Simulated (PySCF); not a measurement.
# F2Hg2 (Hg2(F)2): the cost of one run

Method: TPSS, Hg def2-SVP with ECP60, F def2-SVP; scalar-relativistic core potentials, no spin–orbit coupling; program: PySCF 2.14.0.

3 further runs of the same task are left out: 2 for a known fault of the program, 1 that didn't finish.

## (1) The system as given

4 atoms, charge 0, spin multiplicity 1.

Bond lengths: Hg1–F3 2.255 Å, Hg1–F4 2.255 Å, Hg2–F3 2.255 Å, Hg2–F4 2.255 Å. Angles: F3–Hg1–F4 75.7°, F3–Hg2–F4 75.7°, Hg1–F3–Hg2 104.3°, Hg1–F4–Hg2 104.3°.

As a file:

| atom | x (Å) | y (Å) | z (Å) |
| --- | --- | --- | --- |
| Hg1 | 0.0000 | 0.0000 | 1.7805 |
| Hg2 | 0.0000 | 0.0000 | -1.7805 |
| F3 | 1.3843 | 0.0000 | 0.0000 |
| F4 | -1.3843 | 0.0000 | 0.0000 |

Formal oxidation states: Hg +1. An earlier session relaxed this geometry at TPSS, Hg def2-SVP with ECP60, F def2-SVP (singlet, point group D2h).

Its energy there is -506.384646 Eh.

## (2) Multiplicity 3 at the relaxed geometry

Input file run.py (the lines that set the calculation):

```python
mol = gto.M(atom='''
Hg     0.00000     0.00000     1.78047
Hg     0.00000     0.00000    -1.78047
F      1.38429     0.00000     0.00000
F     -1.38429     0.00000     0.00000''',
    basis={'Hg': 'def2-SVP', 'F': 'def2-SVP'},
    ecp={'Hg': 'def2-SVP'},
    charge=0, spin=2)
mf = dft.UKS(mol, xc='TPSS')
mf.grids.atom_grid = (50, 194)
mf = mf.density_fit()  # fitting sets: Hg def2-universal-JKFIT, F def2-universal-JKFIT
mf.conv_tol = 1e-08; mf.max_cycle = 55
mf.kernel(dm0)  # dm0: free metal ions and neutral atoms
```

Launch:

```sh
$ OMP_NUM_THREADS=2 python run.py
```

**Question.** How long does this run take on 2 threads of Arm Neoverse V2, shared host?

About 4.2 s.
